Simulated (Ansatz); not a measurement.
Working through a single point from an input written key by key of CH8OSi3, SMILES O=C[SiH]([SiH3])[SiH3]

Program: the Ansatz DFT code, driven from Python.

`ch8osi3.yaml`
```yaml
crystal:
  periodic: [false, false, false]
  atoms:
    - { symbol: O, position_ang: [-2.0346, 1.3952, -0.3063] }
    - { symbol: C, position_ang: [-1.0029, 1.5745, -0.8662] }
    - { symbol: Si, position_ang: [0.3315, 0.3914, -0.4831] }
    - { symbol: Si, position_ang: [0.8555, 0.4538, 1.7659] }
    - { symbol: Si, position_ang: [-0.3167, -1.7355, -0.9724] }
    - { symbol: H, position_ang: [-0.783, 2.393, -1.5915] }
    - { symbol: H, position_ang: [1.6261, 0.736, -1.2383] }
    - { symbol: H, position_ang: [1.2111, 1.8332, 2.1812] }
    - { symbol: H, position_ang: [1.924, -0.441, 2.1337] }
    - { symbol: H, position_ang: [-0.3833, 0.0076, 2.6015] }
    - { symbol: H, position_ang: [-0.6881, -1.8361, -2.3732] }
    - { symbol: H, position_ang: [-1.4615, -2.1475, -0.1172] }
    - { symbol: H, position_ang: [0.7424, -2.6592, -0.7191] }
basis:
  gaussian:
    orbitals: def2-SVP
    point_charges: [{ charge: 0.5, position_ang: [0.0, 0.0, 6.1] }]
hamiltonian:
  xc: pbe0
output:
  forces: true
```

Interactive session:
```pycon
>>> import ansatz as az
>>> import numpy as np
>>> session = az.Session.from_deck("ch8osi3.yaml")
>>> report = session.plan(threads=1).execute().report

>>> for key in ("converged", "free_energy_ev", "reference_energy_ev", "n_frozen", "n_occupied", "n_virtual"):
...     print(f"{key:22s} {report[key]}")
...
converged              True
free_energy_ev         -26822.49253778568
reference_energy_ev    -26822.49253778568
n_frozen               0
n_occupied             [32, 32]
n_virtual              [90, 90]
>>> symbols = ["O", "C", "Si", "Si", "Si", "H", "H", "H", "H", "H", "H", "H", "H"]
>>> forces = np.array(report["forces_ev_ang"])
>>> print("largest force", round(float(np.linalg.norm(forces, axis=1).max()), 4), "eV/A, rms", round(float(np.sqrt((forces ** 2).mean())), 4))
largest force 2.732 eV/A, rms 0.7826
>>> charges = report["charge_distribution"]
>>> print("dipole moment", round(4.803205 * float(np.linalg.norm(charges["dipole_moment_e_ang"])), 3), "D")
dipole moment 2.496 D
>>> print("Mulliken:", [(s, round(q, 3)) for s, q in zip(symbols, charges["mulliken_charges_e"])])
Mulliken: [('O', -0.196), ('C', 0.03), ('Si', 0.002), ('Si', 0.171), ('Si', 0.213), ('H', 0.054), ('H', -0.018), ('H', -0.036), ('H', -0.037), ('H', -0.078), ('H', -0.03), ('H', -0.035), ('H', -0.04)]
```

Notes:
- These settings explore the input space; basis and method may be short of convergence.
- The geometry is a force-field or estimated start, not a minimum of this method, and the basis set is short of its limit.
- Finished in 5.9 s on 1 thread of Arm Neoverse V2, with other jobs on the host, peak memory 0.32 GiB.

(Lines on the test bed's own set-up are left out of the output.)
